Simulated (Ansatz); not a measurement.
This was printed by a script on the Ansatz DFT code, driven from Python, for a geometry optimisation of C3H7AlO, SMILES C=CC[O][AlH2]. What did the script look like? Use: B3LYP, def2-SVP basis, multiplicity 1.

```xyz
12

C    -1.8471   -0.9594    0.8225
C    -0.6437   -1.2805    0.5341
C     0.3875   -0.2587    0.2219
O     0.1613    0.4327   -0.9513
Al    1.3827    1.6900   -1.3438
H    -2.6437   -1.6534    1.0290
H    -2.1577    0.1345    0.8237
H    -0.3398   -2.3147    0.5339
H     0.4919    0.4586    1.1410
H     1.3913   -0.7957    0.1413
H     1.2269    3.1762   -0.7197
H     2.6674    1.3153   -2.1986
```

```console
$ python opt_c3h7alo.py
converged              True
free_energy_ev         -11863.837802099297
reference_energy_ev    -11863.837802099297
n_frozen               0
n_occupied             [23, 23]
n_virtual              [86, 86]
final positions (A) and the move of each atom
C    -1.85286   -0.86729    0.79453    0.0964
C    -0.63587   -1.10222    0.29735    0.2965
C     0.59441   -0.29737    0.61864    0.4491
O     1.23795    0.14091   -0.55207    1.1848
Al    1.38580    1.57038   -1.46900    0.1732
H    -2.71029   -1.49558    0.53699    0.5210
H    -2.03929   -0.03656    1.48425    0.6925
H    -0.47613   -1.93462   -0.39964    1.0171
H     0.32113    0.54694    1.28243    0.2387
H     1.30351   -0.93365    1.18405    1.0555
H     0.77050    2.92260   -0.91893    0.5588
H     2.17813    1.43139   -2.82459    0.8029
dipole (D): -0.477 0.035 0.718, length 0.863
atom  Mulliken   Lowdin
C       -0.032    0.002
C       -0.110   -0.064
C        0.326    0.055
O       -0.526    0.006
Al       0.674    0.263
H        0.026    0.004
H        0.018    0.003
H        0.012    0.015
H       -0.013   -0.010
H        0.003   -0.010
H       -0.198   -0.137
H       -0.180   -0.126
```

The script that was run (others could print the same):

`opt_c3h7alo.py`
```python
import warnings

import ansatz as az
import numpy as np

GEOMETRY = '''
C    -1.84710   -0.95940    0.82250
C    -0.64370   -1.28050    0.53410
C     0.38750   -0.25870    0.22190
O     0.16130    0.43270   -0.95130
Al    1.38270    1.69000   -1.34380
H    -2.64370   -1.65340    1.02900
H    -2.15770    0.13450    0.82370
H    -0.33980   -2.31470    0.53390
H     0.49190    0.45860    1.14100
H     1.39130   -0.79570    0.14130
H     1.22690    3.17620   -0.71970
H     2.66740    1.31530   -2.19860
'''

warnings.simplefilter('ignore', az.DeckWarning)

mol = az.Crystal.molecule()
for line in GEOMETRY.strip().splitlines():
    symbol, *xyz = line.split()
    mol = mol.atom(symbol, [float(v) for v in xyz])

base = mol.calculation().basis(gaussian='def2-SVP').functional('b3lyp')
symbols = [site.symbol for site in mol.cartesian_sites]
start = np.array([site.position_ang for site in mol.cartesian_sites], dtype=float)
report = base.relax(force_tolerance=0.01).run(threads=1).report
end = np.array(report['positions_ang'])

for key in ('converged', 'free_energy_ev', 'reference_energy_ev', 'n_frozen', 'n_occupied', 'n_virtual'):
    print(f'{key:22s} {report[key]}')

print('final positions (A) and the move of each atom')
for symbol, xyz, old in zip(symbols, end, start):
    print(f'{symbol:2s} {xyz[0]:10.5f} {xyz[1]:10.5f} {xyz[2]:10.5f}   {np.linalg.norm(xyz - old):7.4f}')

charges = report['charge_distribution']
dipole = np.array(charges['dipole_moment_e_ang']) * 4.803205
print('dipole (D): {:.3f} {:.3f} {:.3f}, length {:.3f}'.format(*dipole, np.linalg.norm(dipole)))
print('atom  Mulliken   Lowdin')
for symbol, m, l in zip(symbols, charges['mulliken_charges_e'], charges['lowdin_charges_e']):
    print(f'{symbol:4s} {m:9.3f} {l:8.3f}')
with open('c3h7alo_opt.xyz', 'w') as handle:
    handle.write(f'{len(symbols)}\nrelaxed C3H7AlO\n')
    handle.writelines(f'{s:2s} {x:11.6f} {y:11.6f} {z:11.6f}\n' for s, (x, y, z) in zip(symbols, end))
```

Caveats:
- Total energies depend on the basis set; only differences at equal settings carry meaning.
- The end point is the stationary point reached from this start; no frequency run checks that it is a minimum, and the basis set is modest.
- The Löwdin charges here are taken after orthogonalising the functions within each atom; they differ from plain Löwdin charges, and their signs can be unphysical.
- b3lyp holds the VWN-RPA fit, as in Gaussian; the form of ORCA and Turbomole is b3lyp5.
- Run time: 78 s on 1 thread of Intel(R) Xeon(R) 6975P-C (Granite Rapids), on a shared host, peak memory 0.31 GiB.

(Lines on the test bed's own set-up are left out of the output.)
